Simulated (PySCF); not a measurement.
# HO2SSi−, cut into parts across a bond: interaction energy

An exercise on one series of results from a longer session: the logs are not shown, and one member is left open.

Computed with PySCF 2.14.0; each step states its level. No surroundings beyond the atoms listed, unless a continuum is named. Atoms count from 0, parts from 1.

### The system as given

5 atoms, charge -1, multiplicity 1; geometry: GFN2-xTB. Parts: 1 = atoms 0–2, `O=[Si]=O`, charge 0; 2 = atoms 3–4, `[SH-]`, charge -1. In the given geometry Si1 and S3 of different parts are bonded (2.25 Å), so values for the parts refer to these atom groups.

The first run:

The job: settings as JSON, then the geometry in Å.

```
{"job": {"xc": "PBE0", "basis": "def2-SVPD", "d3": "d3bj", "grid": 2, "kind": "geom", "shake": 0.01}, "charge": -1, "multiplicity": 1, "parts": [{"atoms": "0-2", "charge": 0, "multiplicity": 1}, {"atoms": "3-4", "charge": -1, "multiplicity": 1}]}
O     -1.345650    -0.114252     0.745448
Si     0.085423    -0.525344     0.649989
O      1.331784    -0.272430    -0.167030
S      0.507869    -2.028607     2.267978
H     -0.773312    -1.982240     2.708897
```

The run is started by

```console
OMP_NUM_THREADS=1 python cluster_run.py task.json out
```

The driver reads the jobs from task.json and runs them one after another.

Among the steps run: Optimising the geometry at PBE0-D3(BJ)/def2-SVPD; Coupled-cluster interaction energy: CCSD(T) and MP2.

One table of the session follows, with a row left open; its other results are not shown here.

It belongs to the step «Coupled-cluster interaction energy: CCSD(T) and MP2». 

| method | interaction energy (kcal/mol) |
| --- | --- |
| HF/aug-cc-pVDZ | -103.48 |
| MP2/aug-cc-pVDZ | -87.76 |
| CCSD/aug-cc-pVDZ | ? |
| CCSD(T)/aug-cc-pVDZ | -87.90 |
| HF/aug-cc-pVTZ | -107.36 |
| MP2/aug-cc-pVTZ | -94.84 |
| SCS-MP2/aug-cc-pVTZ | -93.43 |
| MP2, extrapolated | -96.18 |
| CCSD(T), limit estimate | -96.32 |

Q: Estimate the row for CCSD/aug-cc-pVDZ from the others.

As computed: interaction energy (kcal/mol): -91.30. In the column «interaction energy (kcal/mol)» it lies between SCS-MP2/aug-cc-pVTZ (-93.43) and CCSD(T)/aug-cc-pVDZ (-87.90).

At this geometry Si1 and S3 of different parts are bonded (2.19 Å), so this energy is that of a chemical bond rather than of a weak contact.

Limits of these values: At this geometry a test (T1, the size of the triples or of CCSD(T) less MP2, charge moved between the parts) flags the run, so its CCSD(T) estimate is not taken as a benchmark. The interaction energy leaves out the deformation of the parts, 15.92 kcal/mol at MP2. So large a deformation means that a part is far from its own minimum, so a sum across the two methods would be rough.
